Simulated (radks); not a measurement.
# Valence configurations of In

Aim: which of several valence configurations of In lies lowest at this level, and whether it is the one NIST lists ([Kr] 4d10 5s2 5p1).

Program: radks (a radial shooting solver on a logarithmic mesh, Libxc functionals) version 1. Level of theory: non-relativistic Kohn-Sham, PBE, spin-polarised, spherical densities, point nucleus; open shells are filled with parallel spins first. These are calculated values, not measurements, unless marked.

### 1 The system

```
element       : indium (Z = 49)
charge        : 0
electrons     : 49
configuration : [Kr] 4d10 5s2 5p1
others tried  : 4d9.5 5s2 5p1.5; 4d10 5s1 5p2; 4d9 5s2 5p2; 4d9 5s1 5p3; 4d8.5 5s2 5p2.5; 4d8 5s2 5p3; 4d9.5 5s1 5p2.5; 4d9.5 5s1.5 5p2; 4d9 5p4
```

The outer shells:

In
```
[Kr] core
4d [↑↓][↑↓][↑↓][↑↓][↑↓]
5s [↑↓]
5p [↑ ][  ][  ]
```

### 2 [Kr] 4d10 5s2 5p1

Settings of this run:

```text
Z 49
configuration [Kr] 4d10 5s2 5p1
relativity non-relativistic
functional pbe,pbe
spin polarised
nucleus point
```

### 3 [Kr] 4d9.5 5s2 5p1.5

Settings of this run:

```text
Z 49
configuration [Kr] 4d9.5 5s2 5p1.5
relativity non-relativistic
functional pbe,pbe
spin polarised
nucleus point
```

### 4 [Kr] 4d10 5s1 5p2

Settings of this run:

```text
Z 49
configuration [Kr] 4d10 5s1 5p2
relativity non-relativistic
functional pbe,pbe
spin polarised
nucleus point
```

### 5 [Kr] 4d9 5s2 5p2

Settings of this run:

```text
Z 49
configuration [Kr] 4d9 5s2 5p2
relativity non-relativistic
functional pbe,pbe
spin polarised
nucleus point
```

### 6 [Kr] 4d9 5s1 5p3

Settings of this run:

```text
Z 49
configuration [Kr] 4d9 5s1 5p3
relativity non-relativistic
functional pbe,pbe
spin polarised
nucleus point
```

### 7 [Kr] 4d8.5 5s2 5p2.5

Settings of this run:

```text
Z 49
configuration [Kr] 4d8.5 5s2 5p2.5
relativity non-relativistic
functional pbe,pbe
spin polarised
nucleus point
```

### 8 [Kr] 4d8 5s2 5p3

Settings of this run:

```text
Z 49
configuration [Kr] 4d8 5s2 5p3
relativity non-relativistic
functional pbe,pbe
spin polarised
nucleus point
```

### 9 [Kr] 4d9.5 5s1 5p2.5

Settings of this run:

```text
Z 49
configuration [Kr] 4d9.5 5s1 5p2.5
relativity non-relativistic
functional pbe,pbe
spin polarised
nucleus point
```

### 10 [Kr] 4d9.5 5s1.5 5p2

Settings of this run:

```text
Z 49
configuration [Kr] 4d9.5 5s1.5 5p2
relativity non-relativistic
functional pbe,pbe
spin polarised
nucleus point
```

### 11 [Kr] 4d9 5p4

Settings of this run:

```text
Z 49
configuration [Kr] 4d9 5p4
relativity non-relativistic
functional pbe,pbe
spin polarised
nucleus point
```

Q: Predict the outcome of this session. Wanted: for each run, valence; E − E(NIST configuration); moment; highest level; its energy; 1s shift.

As calculated:

```csv
valence,E − E(NIST configuration) (eV),moment (μB),highest level,its energy (eV),1s shift (eV)
4d10 5s2 5p1,0.000,1,5p up,-2.862,+0.00
4d10 5s1 5p2,3.935,3,5p up,-3.762,-1.16
4d9.5 5s2 5p1.5,8.892,2,5p up,-3.560,-3.67
4d9.5 5s1.5 5p2,10.993,3,5p up,-4.002,-4.22
4d9.5 5s1 5p2.5,12.841,4,5p up,-4.374,-4.69
4d9 5s2 5p2,18.729,3,5p up,-4.219,-7.36
4d9 5s1 5p3,22.662,5,5p up,-4.966,-8.27
4d8.5 5s2 5p2.5,29.500,4,5p up,-4.850,-11.08
4d9 5p4,30.741,3,5p down,-3.959,-9.96
4d8 5s2 5p3,41.194,5,5p up,-5.461,-14.85
```

In words: Theory agrees with NIST among these: the next, 4d10 5s1 5p2, lies 3.935 eV higher. The energies are those of spherical high-spin densities, not of single terms. Relativity is left out, which favours d and f over s occupation in heavy atoms. The 1s eigenvalue shifts by up to 14.85 eV as the valence charge is rearranged.
